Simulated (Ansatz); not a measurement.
Consider a comparison of magnetic orders of CoO, space group P3m1 (Ansatz 0.2.0 through its Python package).

Script `coo.py`:
```python
# -*- coding: utf-8 -*-
"""Magnetic orders of CoO compared."""

import warnings

import ansatz
import numpy as np


def count_gap(report):
    # lowest empty less highest filled band, counting bands; zero where they overlap
    return max(report.get("gap_by_band_count_ev") or 0.0, 0.0)

CELL = [
    [3.197646, 0.0, 0.0],
    [-1.598823, 2.769242, 0.0],
    [0.0, 0.0, 5.22871],
]
ATOMS = [
    ("Co", [0.0, 0.0, 0.003474]),
    ("Co", [1 / 3, 2 / 3, 0.503362]),
    ("O", [0.0, 0.0, 0.371609]),
    ("O", [1 / 3, 2 / 3, 0.871556]),
]


def build(moments):
    crystal = ansatz.Crystal(lattice=ansatz.Lattice.of(CELL))
    for (symbol, position), moment in zip(ATOMS, moments):
        crystal = crystal.atom(symbol, position, moment=moment or None)
    return crystal

warnings.simplefilter("ignore", ansatz.DeckWarning)

# starting moments in muB, one an atom
orders = {
    "FM": [2.5, 2.5, 0, 0],
    "AFM": [2.5, -2.5, 0, 0],
}

rows = []
for label, moments in orders.items():
    model = (
        build(moments).calculation()
        .occupations("cold", width=100 * ansatz.meV)  # fractional filling near the Fermi level
        .basis(18 * ansatz.Ha)
        .kpoints(length=20)  # the mesh must be finer for metals
        .hubbard("Co", "d", u=4.4, j=0.9)
        .functional("pbesol")
        .spin("collinear")
        .band_table()  # levels at the mesh points
    )
    report = model.run(threads=1).report
    rows.append((label, report["free_energy_ev"], report["magnetization_mub"], report["absolute_magnetization_mub"], max(abs(m) for m in report["site_moments_mub"]), count_gap(report)))
    print(label, "site moments:", [round(m, 2) for m in report["site_moments_mub"]])

# the same cell with no spin polarisation
plain = build([0] * len(ATOMS)).calculation()
plain = plain.occupations("cold", width=100 * ansatz.meV)
plain = plain.basis(18 * ansatz.Ha).kpoints(length=20)
plain = plain.hubbard("Co", "d", u=4.4, j=0.9)
plain = plain.functional("pbesol")
plain = plain.band_table()
report = plain.run(threads=1).report
rows.append(("NM", report["free_energy_ev"], 0.0, 0.0, 0.0, count_gap(report)))

lowest = min(row[1] for row in rows)
rows = [(row[0], 1000 * (row[1] - lowest) / 2, *row[2:]) for row in sorted(rows, key=lambda row: row[1])]
for row in rows:
    print("; ".join(f"{name} = {round(v, 4) if isinstance(v, float) else v}" for name, v in zip(["order", "meV/magnetic atom", "net muB", "absolute muB", "largest site muB", "gap by band count eV"], row)))
print("lowest of these starts:", rows[0][0])
```

Which magnetic state ends lowest, and by how much?

In order of energy: antiferro- or ferrimagnetic (+0.0 meV an atom, largest site moment 2.38 μB), ferromagnetic (+28.8 meV an atom, largest site moment 2.44 μB) and non-magnetic (+1286.8 meV an atom, largest site moment 0.00 μB). These are the states reached from the starts typed.

The run itself:

```console
$ python coo.py
FM site moments: [2.44, 2.44, 0.19, 0.19]
AFM site moments: [2.38, -2.38, -0.09, 0.09]
order = AFM; meV/magnetic atom = 0.0; net muB = 0.0; absolute muB = 5.6097; largest site muB = 2.3823; gap by band count eV = 1.1367
order = FM; meV/magnetic atom = 57.5728; net muB = 6.0; absolute muB = 6.0042; largest site muB = 2.4376; gap by band count eV = 0.5056
order = NM; meV/magnetic atom = 2573.5401; net muB = 0.0; absolute muB = 0.0; largest site muB = 0.0; gap by band count eV = 0.0
lowest of these starts: AFM
```

What to keep in mind:
- The magnetic order follows from the starting moments and needn't be the lowest.
- Within a few hundredths of an angstrom the cell has the higher group P6_3mc; the lower one is a small distortion.
- A gap by band count of zero or less means overlapping bands, a metal.
- This cell is a computed structure, which may not be the phase found in nature.
- Levels are Kohn-Sham eigenvalues on this mesh.
- Each row is the state reached from that start at the given structure, not necessarily the lowest of its order; other orders weren't tried.
- The script silences the warnings on its input, which a real study should read.
- Run time: 70 s on 1 thread of Arm Neoverse N1 (shared host), peak memory 0.44 GiB.

(A comment or docstring line of the script was reworded after the run, the code is as it ran; lines on the test bed's own set-up are left out of the output.)
